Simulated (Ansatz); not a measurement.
**RbLuO2: stress in a strained cell**

Aim: deform RbLuO2 (zz strain of +2 %) and compute stress, forces and field gradients with LAPW, PAW and all-electron datasets made for the crystal.

Method: DFT PBEsol, scalar-relativistic, in Ansatz 0.2.0.

## 1. The structure to begin with

Symmetry: R-3m, No. 166, trigonal system. Conventional cell: a = 3.400 Å, b = 3.400 Å, c = 19.150 Å, α = 90.00°, β = 90.00°, γ = 120.00°. Rb (site symmetry -3m) is surrounded by 6 O at 2.88 Å. Lu (site symmetry -3m) has 6 O at 2.24 Å in its first shell of neighbours. O (site symmetry 3m) is surrounded by 3 Lu at 2.24 Å and 3 Rb at 2.88 Å.

Coordinates:

```xyz
4
Lattice="1.7000 0.9815 6.3833 -1.7000 0.9815 6.3833 0.0000 -1.9630 6.3833" Properties=species:S:1:pos:R:3 pbc="T T T"
Rb    0.0000    0.0000    0.0000
Lu    0.0000    0.0000    9.5750
O     0.0000    0.0000    4.2704
O     0.0000    0.0000   14.8795
```

Atoms are numbered in the order of the input: Rb1, Lu2, O3, O4.

## 2. After the deformation

Space group R-3m before, R-3m after.

## 3. LAPW, all electrons

input.yaml reads:

```yaml
crystal:
  lattice:
    - [1.7000007853, 0.981495911, 6.5109966]
    - [-1.7000007853, 0.981495911, 6.5109966]
    - [0.0, -1.962991822, 6.5109966]
  atoms:
    - { symbol: Rb, position: [0.0, 0.0, 0.0] }
    - { symbol: Lu, position: [0.5, 0.5, 0.5] }
    - { symbol: O, position: [0.223, 0.223, 0.223] }
    - { symbol: O, position: [0.777, 0.777, 0.777] }
kpoints:
  mp_grid: { grid: [10, 10, 10] }
  band_path:
    path:
      - [0.0, 0.0, 0.0]
      - [0.5, 0.5, 0.5]
      - [0.8181840952, 0.1818159048, 0.5]
      - [0.5, -0.1818159048, 0.1818159048]
      - [0.5, 0.0, 0.0]
      - [0.0, 0.0, 0.0]
      - [0.3409079524, -0.3409079524, 0.0]
      - [0.6590920476, 0.0, 0.3409079524]
      - [0.5, 0.0, 0.5]
    npoints: 5
scf:
  occupations: { method: fermi_dirac, width: 0.03 }
hamiltonian:
  xc: pbesol
  pseudopotentials: { kind: all_electron, lapw: { basis_error: 0.001 } }
output:
  forces: true
  stress: true
  eigenvalues: true
```

The run is started by

```
> ansatz run input.yaml --threads 1 --pin off --max-ram 4096MiB --backend cpu --events-out ev --progress --plain --runs-dir out
```

## 4. PAW with frozen cores

input.yaml reads:

```yaml
crystal:
  lattice:
    - [1.7000007853, 0.981495911, 6.5109966]
    - [-1.7000007853, 0.981495911, 6.5109966]
    - [0.0, -1.962991822, 6.5109966]
  atoms:
    - { symbol: Rb, position: [0.0, 0.0, 0.0] }
    - { symbol: Lu, position: [0.5, 0.5, 0.5] }
    - { symbol: O, position: [0.223, 0.223, 0.223] }
    - { symbol: O, position: [0.777, 0.777, 0.777] }
kpoints:
  mp_grid: { grid: [10, 10, 10] }
scf:
  occupations: { method: fermi_dirac, width: 0.03 }
hamiltonian:
  xc: pbesol
  pseudopotentials: { kind: paw }
output:
  forces: true
  stress: true
  eigenvalues: true
  efg: { contact_densities: true }
```

## 5. Datasets made for this crystal

Edit input.yaml of step 4 so:

```diff
@@ -16,3 +16,3 @@
   xc: pbesol
-  pseudopotentials: { kind: paw }
+  pseudopotentials: { kind: all_electron, datasets: crystal }
 output:
```

(Steps that only read results are left out.)

What does the calculation give? Wanted: pressure; largest shear or deviatoric stress.

**Answer**, as computed:

| quantity | value |
| --- | --- |
| pressure | LAPW -0.89, PAW -0.89, crystal datasets -0.89 GPa |
| largest shear or deviatoric stress (LAPW) | 0.52 GPa |

The largest part of the stress beyond the pressure is 0.52 GPa in size, in the zz component; the atoms are carried along and not relaxed. No run of the undeformed cell stands beside it, so pressure and stress hold what the given cell had before the change, as far as its symmetry allows. PAW: stress within 0.01 GPa of LAPW, forces within 2 meV/Å. Crystal datasets: stress within 0.01 GPa of LAPW, forces within 1 meV/Å. Spin-orbit coupling is left out, though the cell holds Lu; in elements this heavy it can shift bands and gaps by tenths of an eV.

The gaps are Kohn-Sham values of a semilocal functional, not quasiparticle or optical gaps. Such gaps usually fall short of the measured ones.
